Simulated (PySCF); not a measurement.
# CsMg−: bond curves at several levels of theory

One table from this session's results is given with a row withheld; the runs are named, their logs left out.

Program: PySCF 2.14.0. Level of theory: Cs def2-SVPD with ECP46, Mg def2-SVPD, scalar-relativistic core potentials. These are calculated values, not measurements.

4 further runs of the same task are left out: 4 set aside as unsound or not needed.

The first run:

A driver script around PySCF takes these settings:

- atoms: Cs, Mg
- charge: -1
- basis: Cs def2-SVPD with ECP46, Mg def2-SVPD
- Hamiltonian: scalar-relativistic core potentials
- basis functions: 48
- electrons treated: 22
- masses in u: 132.9054, 23.9850
- levels: PBE0, PBE, r²SCAN, LDA, B2PLYP, r²SCANh, ωB97X, MP2, SCS-MP2, CCSD, CCSD(T)
- grid: 80 radial by 434 angular points
- occupations: held fixed by the projection of orbital angular momentum
- dissociation limit: Cs− + Mg, each in its ground configuration
- starting distance in angstrom: 3.660
- values of 2S to try: 0, 2

On the command line:

```
> OMP_NUM_THREADS=1 python dia.py task.json out
```

Steps of the session up to this table: Set-up; PBE0 along the bond; PBE (GGA); r²SCAN (meta-GGA); LDA (local density); B2PLYP; r²SCANh; ωB97X (range-separated hybrid); MP2 and coupled cluster.

One table of the session follows, with a row left open; its other results are not shown here.

It belongs to the step «The curves together». Energy (eV) from each level's lowest point:

```
R (Å)  RHF-MP2  RHF-SCS-MP2  RHF-CCSD  RHF-CCSD(T)    LDA
4.088    0.083        0.098       n/a          n/a  0.022
4.279    0.043        0.055     0.043        0.029  0.005
4.469    0.019        0.028     0.020        0.010  0.000
4.611    0.009        0.016     0.010        0.003  0.002
4.754    0.003        0.008     0.004        0.000  0.008
4.897        ?            ?         ?            ?      ?
5.087    0.000        0.000     0.000        0.004  0.029
5.324    0.003        0.000     0.002        0.010  0.047
5.610    0.010        0.004     0.007        0.020  0.070
5.990    0.022        0.011       n/a          n/a  0.100
```

**Question.** Estimate the row for R (Å) = 4.897.

Worked estimate for «RHF-MP2». A straight line through the neighbours (4.754, 0.003) and (5.087, 0.000) gives 0.003 + (0.000 − 0.003) × (4.897 − 4.754) / (5.087 − 4.754) = 0.002; a parabola fitted to 4 rows on both sides gives 0.001.

**Answer.** RHF-MP2: 0.000; RHF-SCS-MP2: 0.003; RHF-CCSD: 0.001; RHF-CCSD(T): 0.000; LDA: 0.016. In «RHF-MP2» the line misses by +0.002 and the parabola by +0.001.

To keep in mind: The bond is weak, and basis-set superposition, which was not computed, may be a sizeable part of it.
